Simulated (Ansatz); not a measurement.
# GaCl₃ + H₂: a complex and its separated parts

Aim: how far the complex at one end of a reaction step lies below its separated, relaxed parts, level by level.

Program: Ansatz 0.2.0, Gaussian basis. Level of theory: PBE0-D4/def2-TZVP structures, single points in def2-TZVPP, no counterpoise correction. These are calculated values, not measurements.

Levels: SPW92, PBE-D4, BLYP-D4, r2SCAN-D4, B97M-V, PBE0-D4, B3LYP-D4, r2SCAN0-D4, BHLYP-D4, CAM-B3LYP-D4, wB97X-V, wB97M-V, B2PLYP, PBE-QIDH, RPA on PBE, Hartree-Fock, MP2, CCSD, CCSD(T).

Cores are frozen in the correlated methods. Filled d shells of the heavier atoms are correlated. B3LYP uses VWN-RPA correlation. B2PLYP carries no dispersion term here.

94 further runs of the same task are left out: 94 set aside as unsound or not needed.

**1. Where the work starts**

The complex: 6 atoms, charge 0, spin multiplicity 1.

Atoms are counted from 1 here; the program's logs count them from 0.

Bond lengths: Ga1–Cl2 2.117 Å, Ga1–Cl3 2.115 Å, Ga1–Cl4 2.115 Å, H5–H6 0.751 Å. Angles: Cl2–Ga1–Cl3 119.9°, Cl2–Ga1–Cl4 119.9°, Cl3–Ga1–Cl4 119.8°.

As a file:

```mol
Cl3GaH2
  3D, bonds by distance, orders not assigned

  6  4  0  0  0  0  0  0  0  0999 V2000
    0.3527    0.3294   -0.6597 Ga  0  0
    1.8410   -1.1758   -0.6391 Cl  0  0
   -1.3878    0.0775   -1.8355 Cl  0  0
    0.6985    2.1697    0.3247 Cl  0  0
   -0.4871   -0.9665    1.4067 H   0  0
   -1.0173   -0.4344    1.4030 H   0  0
  1  2  8  0
  1  3  8  0
  1  4  8  0
  5  6  8  0
M  END
```

Its parts: GaCl₃ holds atoms 1, 2, 3, 4; H₂ holds atoms 5, 6. Each part counts its atoms afresh in its own runs.

**2. Relaxing GaCl₃ alone**

Input file relax-a/in.yaml:

```yaml
crystal:
  periodic: [false, false, false]
  atoms:
    - {symbol: Ga, position_ang: [0.352717, 0.329447, -0.659671]}
    - {symbol: Cl, position_ang: [1.841012, -1.175799, -0.639131]}
    - {symbol: Cl, position_ang: [-1.387768, 0.077501, -1.835497]}
    - {symbol: Cl, position_ang: [0.698511, 2.169743, 0.324740]}
basis:
  gaussian: {orbitals: def2-TZVP}
hamiltonian: {xc: pbe0, dispersion: d4}
relax: {f_tol: 0.005, max_steps: 200}
```

Command:

```console
ansatz run in.yaml --threads 4 --pin off --events-out ev --progress --plain --max-ram 9574MiB
```

The program printed, shortened:

```text
Functional definition: PBE0
  name "PBE0"
  cite "Adamo & Barone, J. Chem. Phys. 110, 6158 (1999) doi:10.1063/1.478522"
  cite "Perdew, Burke & Ernzerhof, Phys. Rev. Lett. 77, 3865 (1996) doi:10.1103/PhysRevLett.77.3865"
  parent pbe
[...]
1217 factors; their error is unknown
[...]
mean field -89932.55212552 eV, -3304.9603321396 hartree, gradient 6.2e-5 eV, S^2 0.000000; 0 other end points of the search recorded, 0 dependent functions left out
[...]
reference -89932.55215266 eV, -3304.9603331371 hartree; 41, 41 occupied and 118, 118 virtual orbitals, 1217 factors
[...]
1217 factors; their error is unknown
[...]
mean field -89932.55989158 eV, -3304.9606175371 hartree, gradient 5.2e-5 eV, S^2 0.000000; 1 other end points of the search recorded, 0 dependent functions left out
[...]
reference -89932.55991868 eV, -3304.9606185328 hartree; 41, 41 occupied and 118, 118 virtual orbitals, 1217 factors
Total energy: -89932.69073906 eV, -3304.9654260932 hartree
Atom 0 at     0.375932     0.350083    -0.702075 Å, force     0.000451     0.000866    -0.001277 eV/Å
Atom 1 at     1.829984    -1.179215    -0.625179 Å, force     0.000533    -0.001007     0.000462 eV/Å
Atom 2 at    -1.393101     0.069649    -1.820486 Å, force    -0.001064    -0.000503    -0.000185 eV/Å
Atom 3 at     0.691657     2.160374     0.338181 Å, force     0.000080     0.000644     0.000999 eV/Å
Dipole moment:    -0.000184    -0.000137     0.000311 e Å
```

Wall time 11 s (4 threads of Arm Neoverse V1, shared host).

Relaxation path: (the energy doesn't fall at every step)

```
step  energy from step 1 (eV)  largest force component (eV/Å)
   1                   0.0000                          0.1751
   2                  -0.0073                          0.0517
   3                  -0.0080                          0.0013
   4                  -0.0060                          0.0755
   5                  -0.0080                          0.0013
```

Close pairs (by a distance rule), those that changed most:

```
   bond  before (Å)  after (Å)  change (Å)
Ga1–Cl2       2.117      2.112      -0.005
Ga1–Cl3       2.115      2.112      -0.004
Ga1–Cl4       2.115      2.112      -0.004
```

**3. Relaxing H₂ alone**

Input file relax-b/in.yaml:

```yaml
crystal:
  periodic: [false, false, false]
  atoms:
    - {symbol: H, position_ang: [-0.487097, -0.966511, 1.406673]}
    - {symbol: H, position_ang: [-1.017276, -0.434381, 1.402987]}
basis:
  gaussian: {orbitals: def2-TZVP}
hamiltonian: {xc: pbe0, dispersion: d4}
relax: {f_tol: 0.005, max_steps: 200}
```

Command:

```console
ansatz run in.yaml --threads 4 --pin off --events-out ev --progress --plain --max-ram 9574MiB
```

The program printed, shortened:

```text
[... 5 set-up lines as earlier in the session ...]
[...]
88 factors; their error is unknown
[...]
mean field -31.78819359 eV, -1.1681945678 hartree, gradient 1.7e-5 eV, S^2 0.000000; 0 other end points of the search recorded, 0 dependent functions left out
[...]
reference -31.78866848 eV, -1.1682120195 hartree; 1, 1 occupied and 11, 11 virtual orbitals, 88 factors
Total energy: -31.79027505 eV, -1.1682710597 hartree
Atom 0 at    -0.488854    -0.964747     1.406661 Å, force    -0.002036     0.002044    -0.000014 eV/Å
Atom 1 at    -1.015519    -0.436145     1.402999 Å, force     0.002036    -0.002044     0.000014 eV/Å
Dipole moment:    -0.000000    -0.000000     0.000000 e Å
```

It took 0.15 s on 4 threads of Arm Neoverse V1, shared host.

The steps of the relaxation:

```
step  energy from step 1 (eV)  largest force component (eV/Å)
   1                   0.0000                          0.1274
   2                  -0.0005                          0.0020
```

The bond:

```
 bond  before (Å)  after (Å)  change (Å)
H1–H2       0.751      0.746      -0.005
```

**4. SPW92/def2-TZVPP**

Input file parta/in.yaml:

```yaml
crystal:
  periodic: [false, false, false]
  atoms:
    - {symbol: Ga, position_ang: [0.375932, 0.350083, -0.702075]}
    - {symbol: Cl, position_ang: [1.829984, -1.179215, -0.625179]}
    - {symbol: Cl, position_ang: [-1.393101, 0.069649, -1.820486]}
    - {symbol: Cl, position_ang: [0.691657, 2.160374, 0.338181]}
basis:
  gaussian: {orbitals: def2-TZVPP}
hamiltonian: {xc: lda}
```

Input file partb/in.yaml:

```yaml
crystal:
  periodic: [false, false, false]
  atoms:
    - {symbol: H, position_ang: [-0.488854, -0.964747, 1.406661]}
    - {symbol: H, position_ang: [-1.015519, -0.436145, 1.402999]}
basis:
  gaussian: {orbitals: def2-TZVPP}
hamiltonian: {xc: lda}
```

The same command starts each run, in its folder.

Command:

```console
ansatz run in.yaml --threads 4 --pin off --events-out ev --progress --plain --max-ram 9574MiB
```

parta printed, shortened:

```text
Functional definition: SPW92
  name "SPW92"
  cite "Dirac, Proc. Camb. Phil. Soc. 26, 376 (1930) doi:10.1017/S0305004100016108"
  cite "Slater, Phys. Rev. 81, 385 (1951) doi:10.1103/PhysRev.81.385"
  cite "Perdew & Wang, Phys. Rev. B 45, 13244 (1992) doi:10.1103/PhysRevB.45.13244"
[...]
1250 factors; their error is unknown
[...]
mean field -89748.14926942 eV, -3298.1836521706 hartree, gradient 7.1e-5 eV, S^2 0.000000; 0 other end points of the search recorded, 0 dependent functions left out
reference -89748.14930307 eV, -3298.1836534074 hartree; 41, 41 occupied and 133, 133 virtual orbitals, 1250 factors
Total energy: -89748.14930307 eV, -3298.1836534074 hartree
```

partb printed, shortened:

```text
[... 5 set-up lines as earlier in the session ...]
[...]
118 factors; their error is unknown
[...]
mean field -30.93531890 eV, -1.1368520009 hartree, gradient 4.4e-5 eV, S^2 0.000000; 0 other end points of the search recorded, 0 dependent functions left out
reference -30.93533958 eV, -1.1368527608 hartree; 1, 1 occupied and 27, 27 virtual orbitals, 118 factors
Total energy: -30.93533958 eV, -1.1368527608 hartree
```

Times: 0.75 s (parta), 0.1 s (partb) on 4 threads of Arm Neoverse V1, shared host.

**5. PBE-D4/def2-TZVPP**

The same edit goes into each in.yaml of step 4 (parta, partb):

```diff
-hamiltonian: {xc: lda}
+hamiltonian: {xc: pbe, dispersion: d4}
```

One command serves all of them, each in its own folder.

Command:

```console
ansatz run in.yaml --threads 4 --pin off --events-out ev --progress --plain --max-ram 9574MiB
```

Output in parta, shortened:

```text
Functional definition: PBE
  name "PBE"
[... 2 set-up lines as earlier in the session ...]
[...]
1250 factors; their error is unknown
[...]
mean field -89928.43132295 eV, -3304.8088954384 hartree, gradient 8.0e-5 eV, S^2 0.000000; 0 other end points of the search recorded, 0 dependent functions left out
reference -89928.43135891 eV, -3304.8088967598 hartree; 41, 41 occupied and 133, 133 virtual orbitals, 1250 factors
Total energy: -89928.58217730 eV, -3304.8144392335 hartree
```

partb printed, shortened:

```text
[... 4 set-up lines as earlier in the session ...]
[...]
118 factors; their error is unknown
[...]
mean field -31.73222738 eV, -1.1661378473 hartree, gradient 3.1e-5 eV, S^2 0.000000; 0 other end points of the search recorded, 0 dependent functions left out
reference -31.73224905 eV, -1.1661386439 hartree; 1, 1 occupied and 27, 27 virtual orbitals, 118 factors
Total energy: -31.73426829 eV, -1.1662128495 hartree
```

Wall times: 1.1 s (parta), 0.1 s (partb) on 4 threads of Arm Neoverse V1, shared host.

**6. BLYP-D4/def2-TZVPP**

The same edit goes into each in.yaml of step 5 (parta, partb):

```diff
-hamiltonian: {xc: pbe, dispersion: d4}
+hamiltonian: {xc: {name: BLYP}, dispersion: d4}
```

Each run has its own folder and the same command.

Command:

```console
ansatz run in.yaml --threads 4 --pin off --events-out ev --progress --plain --max-ram 9574MiB
```

parta printed, shortened:

```text
Functional definition: BLYP
  name "BLYP"
  cite "Becke, Phys. Rev. A 38, 3098 (1988) doi:10.1103/PhysRevA.38.3098"
  cite "Lee, Yang & Parr, Phys. Rev. B 37, 785 (1988) doi:10.1103/PhysRevB.37.785"
[...]
1250 factors; their error is unknown
[...]
mean field -89953.31128341 eV, -3305.7232171209 hartree, gradient 5.5e-5 eV, S^2 0.000000; 0 other end points of the search recorded, 0 dependent functions left out
reference -89953.31162373 eV, -3305.7232296276 hartree; 41, 41 occupied and 133, 133 virtual orbitals, 1250 factors
Total energy: -89953.62488168 eV, -3305.7347416448 hartree
```

partb printed, shortened:

```text
[... 4 set-up lines as earlier in the session ...]
[...]
118 factors; their error is unknown
[...]
mean field -31.82604723 eV, -1.1695856631 hartree, gradient 8.3e-5 eV, S^2 0.000000; 0 other end points of the search recorded, 0 dependent functions left out
reference -31.82623965 eV, -1.1695927346 hartree; 1, 1 occupied and 27, 27 virtual orbitals, 118 factors
Total energy: -31.83113758 eV, -1.1697727302 hartree
```

They took 1.1 s (parta), 0.1 s (partb) on 4 threads of Arm Neoverse V1, shared host.

**7. r2SCAN-D4/def2-TZVPP**

Each input of step 6 (parta, partb) changes in the same lines:

```diff
-hamiltonian: {xc: {name: BLYP}, dispersion: d4}
+hamiltonian: {xc: r2scan, dispersion: d4}
```

One command serves all of them, each in its own folder.

Command:

```console
ansatz run in.yaml --threads 4 --pin off --events-out ev --progress --plain --max-ram 9574MiB
```

parta printed, shortened:

```text
Functional definition: r2SCAN
  name "r2SCAN"
  cite "Furness, Kaplan, Ning, Perdew & Sun, J. Phys. Chem. Lett. 11, 8208 (2020) doi:10.1021/acs.jpclett.0c02405"
  cite "Furness, Kaplan, Ning, Perdew & Sun, J. Phys. Chem. Lett. 11, 9248 (2020) doi:10.1021/acs.jpclett.0c03077"
  parent r2scan
[...]
1250 factors; their error is unknown
[...]
mean field -89949.07432740 eV, -3305.5675118594 hartree, gradient 6.5e-5 eV, S^2 0.000000; 0 other end points of the search recorded, 0 dependent functions left out
reference -89949.07433675 eV, -3305.5675122031 hartree; 41, 41 occupied and 133, 133 virtual orbitals, 1250 factors
Total energy: -89949.10736152 eV, -3305.5687258412 hartree
```

Output in partb, shortened:

```text
[... 5 set-up lines as earlier in the session ...]
[...]
118 factors; their error is unknown
[...]
mean field -31.87204519 eV, -1.1712760570 hartree, gradient 4.1e-5 eV, S^2 0.000000; 0 other end points of the search recorded, 0 dependent functions left out
reference -31.87205181 eV, -1.1712763002 hartree; 1, 1 occupied and 27, 27 virtual orbitals, 118 factors
Total energy: -31.87255319 eV, -1.1712947258 hartree
```

Wall times: 3.2 s (parta), 0.35 s (partb) on 4 threads of Arm Neoverse V1, shared host.

**8. B97M-V/def2-TZVPP**

The same edit goes into each in.yaml of step 7 (parta, partb):

```diff
-hamiltonian: {xc: r2scan, dispersion: d4}
+hamiltonian: {xc: {name: B97M-V}}
```

Each run has its own folder and the same command.

Command:

```console
ansatz run in.yaml --threads 4 --pin off --events-out ev --progress --plain --max-ram 9574MiB
```

parta printed, shortened:

```text
Functional definition: B97M-V
  name "B97M-V"
  cite "Mardirossian & Head-Gordon, J. Chem. Phys. 142, 074111 (2015) doi:10.1063/1.4907719"
  cite "Becke, J. Chem. Phys. 107, 8554 (1997) doi:10.1063/1.475007"
  cite "Vydrov & Van Voorhis, J. Chem. Phys. 133, 244103 (2010) doi:10.1063/1.3521275"
  # Of w^i u^j: cxij and so on, Table III.
[...]
  gx(w, u) = cx00 + cx01*u + cx02*u^2 + (cx10 + cx11*u)*w
[...]
  gos(w, u) = cos00 + cos01*u + cos03*u^3 + cos10*w + cos32*w^3*u^2
[...]
      + integral(e_c_pw_mod_opposite_spin*gos(b97_w_opposite, b97_u_opposite)) + vv10(b, c)
1250 factors; their error is unknown
[...]
mean field -89931.98884115 eV, -3304.9396318209 hartree, gradient 4.9e-5 eV, S^2 0.000000; 0 other end points of the search recorded, 0 dependent functions left out
reference -89931.98889063 eV, -3304.9396336393 hartree; 41, 41 occupied and 133, 133 virtual orbitals, 1250 factors
Total energy: -89931.98889063 eV, -3304.9396336393 hartree
```

Log of partb, shortened:

```text
[... 5 set-up lines as earlier in the session ...]
  # Of w^i u^j: cxij and so on, Table III.
[...]
  gx(w, u) = cx00 + cx01*u + cx02*u^2 + (cx10 + cx11*u)*w
  gss(w, u) = css00 + css02*u^2 + css10*w + (css32*w^3 + css42*w^4)*u^2
  gos(w, u) = cos00 + cos01*u + cos03*u^3 + cos10*w + cos32*w^3*u^2
[...]
      + integral(e_c_pw_mod_opposite_spin*gos(b97_w_opposite, b97_u_opposite)) + vv10(b, c)
118 factors; their error is unknown
[...]
mean field -31.90527691 eV, -1.1724973001 hartree, gradient 8.2e-6 eV, S^2 0.000000; 0 other end points of the search recorded, 0 dependent functions left out
reference -31.90530659 eV, -1.1724983910 hartree; 1, 1 occupied and 27, 27 virtual orbitals, 118 factors
Total energy: -31.90530659 eV, -1.1724983910 hartree
```

Times: 4.6 s (parta), 0.2 s (partb) on 4 threads of Arm Neoverse V1, shared host.

**9. PBE0-D4/def2-TZVPP**

The same edit goes into each in.yaml of step 8 (parta, partb):

```diff
-hamiltonian: {xc: {name: B97M-V}}
+hamiltonian: {xc: pbe0, dispersion: d4}
+output: {orbitals: {seedname: orbitals}}
```

Each run has its own folder and the same command.

Command:

```console
ansatz run in.yaml --threads 4 --pin off --events-out ev --progress --plain --max-ram 9574MiB
```

parta printed, shortened:

```text
[... 5 set-up lines as earlier in the session ...]
[...]
1388 factors; their error is unknown
[...]
mean field -89932.56241989 eV, -3304.9607104506 hartree, gradient 8.6e-5 eV, S^2 0.000000; 0 other end points of the search recorded, 0 dependent functions left out
reference -89932.56244699 eV, -3304.9607114466 hartree; 41, 41 occupied and 133, 133 virtual orbitals, 1388 factors
Total energy: -89932.69326738 eV, -3304.9655190074 hartree
```

partb printed, shortened:

```text
[... 5 set-up lines as earlier in the session ...]
[...]
118 factors; their error is unknown
[...]
mean field -31.79610656 eV, -1.1684853640 hartree, gradient 5.5e-5 eV, S^2 0.000000; 0 other end points of the search recorded, 0 dependent functions left out
reference -31.79612255 eV, -1.1684859516 hartree; 1, 1 occupied and 27, 27 virtual orbitals, 118 factors
Total energy: -31.79772912 eV, -1.1685449918 hartree
```

Times: 2.1 s (parta), 0.1 s (partb) on 4 threads of Arm Neoverse V1, shared host; peak memory 0.53 GiB.

**10. B3LYP-D4/def2-TZVPP**

The same edit goes into each in.yaml of step 9 (parta, partb):

```diff
-hamiltonian: {xc: pbe0, dispersion: d4}
-output: {orbitals: {seedname: orbitals}}
+hamiltonian: {xc: {name: B3LYP}, dispersion: d4}
```

One command serves all of them, each in its own folder.

Command:

```console
ansatz run in.yaml --threads 4 --pin off --events-out ev --progress --plain --max-ram 9574MiB
```

Output in parta, shortened:

```text
Functional definition: B3LYP
  name "B3LYP"
  cite "Stephens, Devlin, Chabalowski & Frisch, J. Phys. Chem. 98, 11623 (1994) doi:10.1021/j100096a001"
[... 2 set-up lines as earlier in the session ...]
  cite "Vosko, Wilk & Nusair, Can. J. Phys. 58, 1200 (1980) doi:10.1139/p80-159"
[...]
1342 factors; their error is unknown
[...]
mean field -89954.16518916 eV, -3305.7545975785 hartree, gradient 3.6e-5 eV, S^2 0.000000; 0 other end points of the search recorded, 0 dependent functions left out
reference -89954.16544412 eV, -3305.7546069483 hartree; 41, 41 occupied and 133, 133 virtual orbitals, 1342 factors
Total energy: -89954.41487075 eV, -3305.7637732079 hartree
```

Log of partb, shortened:

```text
[... 6 set-up lines as earlier in the session ...]
[...]
118 factors; their error is unknown
[...]
mean field -32.10922372 eV, -1.1799922075 hartree, gradient 4.6e-5 eV, S^2 0.000000; 0 other end points of the search recorded, 0 dependent functions left out
reference -32.10936583 eV, -1.1799974297 hartree; 1, 1 occupied and 27, 27 virtual orbitals, 118 factors
Total energy: -32.11251694 eV, -1.1801132308 hartree
```

Times: 1.9 s (parta), 0.1 s (partb) on 4 threads of Arm Neoverse V1, shared host.

**11. r2SCAN0-D4/def2-TZVPP**

Each input of step 10 (parta, partb) changes in the same lines:

```diff
-hamiltonian: {xc: {name: B3LYP}, dispersion: d4}
+hamiltonian: {xc: {name: r2SCAN0}, dispersion: d4}
```

Each run has its own folder and the same command.

Command:

```console
ansatz run in.yaml --threads 4 --pin off --events-out ev --progress --plain --max-ram 9574MiB
```

Log of parta, shortened:

```text
Functional definition: r2SCAN0
  name "r2SCAN0"
  cite "Bursch, Neugebauer, Ehlert & Grimme, J. Chem. Phys. 156, 134105 (2022) doi:10.1063/5.0086040"
[... 3 set-up lines as earlier in the session ...]
[...]
1388 factors; their error is unknown
[...]
mean field -89948.13000695 eV, -3305.5328087230 hartree, gradient 5.0e-5 eV, S^2 0.000000; 0 other end points of the search recorded, 0 dependent functions left out
reference -89948.13001441 eV, -3305.5328089974 hartree; 41, 41 occupied and 133, 133 virtual orbitals, 1388 factors
Total energy: -89948.17202026 eV, -3305.5343526839 hartree
```

Log of partb, shortened:

```text
[... 6 set-up lines as earlier in the session ...]
[...]
118 factors; their error is unknown
[...]
mean field -31.85186042 eV, -1.1705342806 hartree, gradient 1.4e-5 eV, S^2 0.000000; 0 other end points of the search recorded, 0 dependent functions left out
reference -31.85186555 eV, -1.1705344689 hartree; 1, 1 occupied and 27, 27 virtual orbitals, 118 factors
Total energy: -31.85240693 eV, -1.1705543642 hartree
```

Wall times: 3.5 s (parta), 0.35 s (partb) on 4 threads of Arm Neoverse V1, shared host.

**12. BHLYP-D4/def2-TZVPP**

Each input of step 11 (parta, partb) changes in the same lines:

```diff
-hamiltonian: {xc: {name: r2SCAN0}, dispersion: d4}
+hamiltonian: {xc: {name: BHLYP}, dispersion: d4}
```

Each run has its own folder and the same command.

Command:

```console
ansatz run in.yaml --threads 4 --pin off --events-out ev --progress --plain --max-ram 9574MiB
```

parta printed, shortened:

```text
Functional definition: BHLYP
  name "BHLYP"
  cite "Becke, J. Chem. Phys. 98, 1372 (1993) doi:10.1063/1.464304"
[... 2 set-up lines as earlier in the session ...]
[...]
1485 factors; their error is unknown
[...]
mean field -89951.13106836 eV, -3305.6430956956 hartree, gradient 2.7e-5 eV, S^2 0.000000; 0 other end points of the search recorded, 0 dependent functions left out
reference -89951.13124305 eV, -3305.6431021154 hartree; 41, 41 occupied and 133, 133 virtual orbitals, 1485 factors
Total energy: -89951.37120452 eV, -3305.6519205368 hartree
```

Output in partb, shortened:

```text
[... 5 set-up lines as earlier in the session ...]
[...]
118 factors; their error is unknown
[...]
mean field -31.83804295 eV, -1.1700264980 hartree, gradient 5.6e-5 eV, S^2 0.000000; 0 other end points of the search recorded, 0 dependent functions left out
reference -31.83813852 eV, -1.1700300099 hartree; 1, 1 occupied and 27, 27 virtual orbitals, 118 factors
Total energy: -31.83988212 eV, -1.1700940861 hartree
```

They took 1.9 s (parta), 0.1 s (partb) on 4 threads of Arm Neoverse V1, shared host.

**13. CAM-B3LYP-D4/def2-TZVPP**

Each input of step 12 (parta, partb) changes in the same lines:

```diff
-hamiltonian: {xc: {name: BHLYP}, dispersion: d4}
+hamiltonian: {xc: {name: CAM-B3LYP}, dispersion: d4}
```

Each run has its own folder and the same command.

Command:

```console
ansatz run in.yaml --threads 4 --pin off --events-out ev --progress --plain --max-ram 9574MiB
```

Log of parta, shortened:

```text
Functional definition: CAM-B3LYP
  name "CAM-B3LYP"
  cite "Yanai, Tew & Handy, Chem. Phys. Lett. 393, 51 (2004) doi:10.1016/j.cplett.2004.06.011"
  cite "Iikura, Tsuneda, Yanai & Hirao, J. Chem. Phys. 115, 3540 (2001) doi:10.1063/1.1383587"
[... 2 set-up lines as earlier in the session ...]
[...]
1342 factors; their error is unknown
217 factors; integrals over basis functions are off by at most 3.3e-5 eV
[...]
mean field -89956.07372710 eV, -3305.8247350542 hartree, gradient 4.3e-5 eV, S^2 0.000000; 0 other end points of the search recorded, 0 dependent functions left out
reference -89956.07385178 eV, -3305.8247396361 hartree; 41, 41 occupied and 133, 133 virtual orbitals, 1342 factors
Total energy: -89956.21266388 eV, -3305.8298408868 hartree
```

partb printed, shortened:

```text
[... 6 set-up lines as earlier in the session ...]
[...]
  # Exact exchange under (alpha + beta erf(omega r))/r, Becke's under what is left of 1/r.
[...]
118 factors; their error is unknown
42 factors; integrals over basis functions are off by at most 6.3e-5 eV
[...]
mean field -31.88030328 eV, -1.1715795364 hartree, gradient 6.4e-5 eV, S^2 0.000000; 0 other end points of the search recorded, 0 dependent functions left out
reference -31.88037322 eV, -1.1715821067 hartree; 1, 1 occupied and 27, 27 virtual orbitals, 118 factors
Total energy: -31.88188663 eV, -1.1716377235 hartree
```

They took 2.3 s (parta), 0.15 s (partb) on 4 threads of Arm Neoverse V1, shared host.

(Part 1 of 2 ends here.)
